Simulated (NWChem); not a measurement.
# One shape, several levels: CH3FGeO (SMILES C[O][Ge][F])

Wanted: a comparison of 3 runs (HF/def2-SVP, PBE0/def2-SVP, SVWN5/def2-SVP) of CH3FGeO. 

The results are computed with NWChem 7.3.0.

### 1 The system as given

The species is CH3FGeO (7 atoms), meant as a singlet with charge 0. SMILES: `C[O][Ge][F]`. The shape is that of a PBE0-D4/def2-TZVP optimisation. This is one conformer, not always the lowest.

Bond lengths: C1–O2 1.413 Å, O2–Ge3 1.764 Å, Ge3–F4 1.768 Å, C1–H5 1.092 Å, C1–H6 1.093 Å, C1–H7 1.093 Å. Angles: C1–O2–Ge3 128.6°, O2–Ge3–F4 99.1°, O2–C1–H5 112.1°, O2–C1–H6 109.1°, O2–C1–H7 109.0°, H5–C1–H6 109.1°, H5–C1–H7 109.1°, H6–C1–H7 108.4°.

### 2 Energy and gradient at HF/def2-SVP (run 1)

The input, run.nw:

```
START run
TITLE "CH3FGeO gradient"
memory stack 880 mb heap 220 mb global 1100 mb
GEOMETRY units angstrom noautosym nocenter noautoz
  C     -0.504800     0.491500     0.394900
  O      0.412400     0.624200    -0.671900
  Ge     1.441700    -0.610700    -1.398400
  F      0.967400    -1.990600    -0.400200
  H     -0.548500    -0.532200     0.773800
  H     -0.208000     1.161100     1.206600
  H     -1.498700     0.788500     0.049700
END
BASIS spherical bse
  * library def2-SVP
END
SCF
  thresh 1e-08
  maxiter 80
END
TASK scf gradient
```

On the command line:

```
$ nwchem run.nw > run.out
```

Log:

```text
[...]
  functions       =    89
[...]
  wavefunction    = RHF
[...]
         Total SCF energy =  -2288.897369972074
      One-electron energy =  -3740.411293892677
      Two-electron energy =   1175.824100530747
 Nuclear repulsion energy =    275.689823389857
        Time for solution =     15.0s
[...]
                         RHF ENERGY GRADIENTS
    atom               coordinates                        gradient
                 x          y          z           x          y          z
   1 C      -0.953934   0.928800   0.746253   -0.002106  -0.004035   0.003691
   2 O       0.779323   1.179567  -1.269707   -0.000441   0.014592  -0.004445
   3 Ge      2.724418  -1.154056  -2.642593    0.004794  -0.001204  -0.004938
   4 F       1.828121  -3.761689  -0.756268   -0.001148  -0.008729   0.004259
   5 H      -1.036515  -1.005712   1.462270   -0.000405  -0.002669   0.001314
   6 H      -0.393063   2.194161   2.280143    0.000916   0.001381   0.001183
   7 H      -2.832132   1.490049   0.093919   -0.001609   0.000663  -0.001064
[...]
```

Wall time 23 s (1 thread of Intel Xeon Platinum 8488C (Sapphire Rapids), shared host); peak memory 0.1 GiB.

### 3 Energy and forces at PBE0/def2-SVP (run 2)

The input, run.py:

```python
from ase import Atoms
from ase.calculators.nwchem import NWChem

system = Atoms(['C', 'O', 'Ge', 'F', 'H', 'H', 'H'], positions=[
    [-0.504800, 0.491500, 0.394900],
    [0.412400, 0.624200, -0.671900],
    [1.441700, -0.610700, -1.398400],
    [0.967400, -1.990600, -0.400200],
    [-0.548500, -0.532200, 0.773800],
    [-0.208000, 1.161100, 1.206600],
    [-1.498700, 0.788500, 0.049700],
])

calc = NWChem(
    label='ch3fgeo',
    theory='dft',
    memory='2200 mb',
    basis='def2-SVP',
    basispar='spherical bse',
    dft={'xc': 'pbe0', 'mult': '1', 'grid': 'xfine', 'convergence': 'energy 1e-08', 'iterations': '100', 'mulliken': None},
)
system.calc = calc

forces = system.get_forces()
print("Total energy (eV):", round(system.get_potential_energy(), 6))
print("forces (eV/A):")
for s, f in zip(system.symbols, forces):
    print(f"{s:2s} {f[0]:10.5f} {f[1]:10.5f} {f[2]:10.5f}")
print("dipole (e A):", system.get_dipole_moment().round(4))
```

On the command line:

```
$ export ASE_NWCHEM_COMMAND="nwchem PREFIX.nwi > PREFIX.nwo"
$ python run.py
```

Log:

```text
Total energy (eV): -62344.483423
forces (eV/A):
C     0.30941    0.07271   -0.37029
O    -0.16748   -0.00684    0.18923
Ge    0.15689   -0.06258   -0.15355
F    -0.05317    0.01933    0.05173
H    -0.00046   -0.29424    0.09734
H     0.04309    0.18378    0.24158
H    -0.28832    0.08783   -0.05600
dipole (e A): [-0.0352  0.1502 -0.0119]
```

The calculator wrote ch3fgeo.nwi:

```
title "ch3fgeo"

permanent_dir ch3fgeo

scratch_dir ch3fgeo

start ch3fgeo

geometry units angstrom nocenter noautosym noautoz
  C  -5.0480000000000003e-01 4.9149999999999999e-01 3.9489999999999997e-01
  O  4.1239999999999999e-01 6.2419999999999998e-01 -6.7190000000000005e-01
  Ge 1.4417000000000000e+00 -6.1070000000000002e-01 -1.3984000000000001e+00
  F  9.6740000000000004e-01 -1.9905999999999999e+00 -4.0020000000000000e-01
  H  -5.4849999999999999e-01 -5.3220000000000001e-01 7.7380000000000004e-01
  H  -2.0799999999999999e-01 1.1611000000000000e+00 1.2065999999999999e+00
  H  -1.4986999999999999e+00 7.8849999999999998e-01 4.9700000000000001e-02
end

memory 2200 mb

basis spherical bse noprint
   * library def2-SVP
end

dft
  xc pbe0
  mult 1
  grid xfine
  convergence energy 1e-08
  iterations 100
  mulliken
end

task dft gradient
```

ch3fgeo.nwo, shortened:

```text
[...]
         Total DFT energy =    -2291.117525836755
[...]
  wavefunction    = closed shell
                         DFT ENERGY GRADIENTS
    atom               coordinates                        gradient
                 x          y          z           x          y          z
   1 C      -0.953934   0.928800   0.746253   -0.006017  -0.001414   0.007201
   2 O       0.779323   1.179567  -1.269707    0.003257   0.000133  -0.003680
   3 Ge      2.724418  -1.154056  -2.642593   -0.003051   0.001217   0.002986
   4 F       1.828121  -3.761689  -0.756268    0.001034  -0.000376  -0.001006
   5 H      -1.036515  -1.005712   1.462270    0.000009   0.005722  -0.001893
   6 H      -0.393063   2.194161   2.280143   -0.000838  -0.003574  -0.004698
   7 H      -2.832132   1.490049   0.093919    0.005607  -0.001708   0.001089
[...]
```

It took 35 s on 1 thread of Intel Xeon Platinum 8488C (Sapphire Rapids), shared host; peak memory 0.14 GiB.

### 4 Energy and forces at SVWN5/def2-SVP (run 3)

run.py, as its differences from that of step 3:

```diff
@@ -14,3 +14,3 @@
 calc = NWChem(
-    label='ch3fgeo',
+    label='struct',
     theory='dft',
@@ -19,3 +19,3 @@
     basispar='spherical bse',
-    dft={'xc': 'pbe0', 'mult': '1', 'grid': 'xfine', 'convergence': 'energy 1e-08', 'iterations': '100', 'mulliken': None},
+    dft={'xc': 'slater vwn_5', 'mult': '1', 'grid': 'xfine', 'convergence': 'energy 1e-08', 'iterations': '100', 'mulliken': None},
 )
```

On the command line:

```
$ export ASE_NWCHEM_COMMAND="nwchem PREFIX.nwi > PREFIX.nwo"
$ python run.py
```

Log:

```text
Total energy (eV): -62230.324285
forces (eV/A):
C     0.72047    0.07996   -0.83196
O    -0.23886   -0.02962    0.27768
Ge    0.02767   -0.14187    0.01717
F    -0.05260    0.20137   -0.01147
H     0.01795   -0.69178    0.20703
H     0.12346    0.39518    0.49422
H    -0.59809    0.18676   -0.15262
dipole (e A): [-0.0686  0.1539  0.0243]
```

The calculator wrote struct.nwi:

```
title "struct"

permanent_dir struct

scratch_dir struct

start struct

geometry units angstrom nocenter noautosym noautoz
  C  -5.0480000000000003e-01 4.9149999999999999e-01 3.9489999999999997e-01
  O  4.1239999999999999e-01 6.2419999999999998e-01 -6.7190000000000005e-01
  Ge 1.4417000000000000e+00 -6.1070000000000002e-01 -1.3984000000000001e+00
  F  9.6740000000000004e-01 -1.9905999999999999e+00 -4.0020000000000000e-01
  H  -5.4849999999999999e-01 -5.3220000000000001e-01 7.7380000000000004e-01
  H  -2.0799999999999999e-01 1.1611000000000000e+00 1.2065999999999999e+00
  H  -1.4986999999999999e+00 7.8849999999999998e-01 4.9700000000000001e-02
end

memory 2200 mb

basis spherical bse noprint
   * library def2-SVP
end

dft
  xc slater vwn_5
  mult 1
  grid xfine
  convergence energy 1e-08
  iterations 100
  mulliken
end

task dft gradient
```

struct.nwo, shortened:

```text
[...]
         Total DFT energy =    -2286.922254872781
[...]
  wavefunction    = closed shell
                         DFT ENERGY GRADIENTS
    atom               coordinates                        gradient
                 x          y          z           x          y          z
   1 C      -0.953934   0.928800   0.746253   -0.014011  -0.001555   0.016179
   2 O       0.779323   1.179567  -1.269707    0.004645   0.000576  -0.005400
   3 Ge      2.724418  -1.154056  -2.642593   -0.000538   0.002759  -0.000334
   4 F       1.828121  -3.761689  -0.756268    0.001023  -0.003916   0.000223
   5 H      -1.036515  -1.005712   1.462270   -0.000349   0.013453  -0.004026
   6 H      -0.393063   2.194161   2.280143   -0.002401  -0.007685  -0.009611
   7 H      -2.832132   1.490049   0.093919    0.011631  -0.003632   0.002968
[...]
```

Run time: 25 s. Hardware: 1 thread of Intel Xeon Platinum 8488C (Sapphire Rapids), shared host; peak memory 0.14 GiB.

### 5 Overview of the runs

```
run           level  iteration cap  module   energy (Eh)  dipole moment (D)  HOMO energy (eV)  LUMO energy (eV)  wall time
  1     HF/def2-SVP             80     scf  -2288.897370               0.78            -10.87              1.19       23 s
  2   PBE0/def2-SVP            100     dft  -2291.117526               0.74             -8.09             -1.79       35 s
  3  SVWN5/def2-SVP            100     dft  -2286.922255               0.82             -6.91             -2.70       25 s
```

### 6 Results

```
                       quantity           value
            run 3: total energy  -2286.92225 Eh
           run 3: dipole moment          0.82 D
             run 3: HOMO energy        -6.91 eV
             run 3: LUMO energy        -2.70 eV
           run 3: HOMO–LUMO gap         4.22 eV
run 3: largest force on an atom      1.103 eV/Å
```

What this shows: The dipole moment (its size) runs from 0.74 D (PBE0/def2-SVP) to 0.82 D (SVWN5/def2-SVP). The HOMO–LUMO gap runs from 4.22 eV (SVWN5/def2-SVP) to 12.05 eV (HF/def2-SVP). Exact exchange widens orbital gaps. Totals of different functionals can't be ranked against each other. All runs together took 83 s, the longest 35 s.
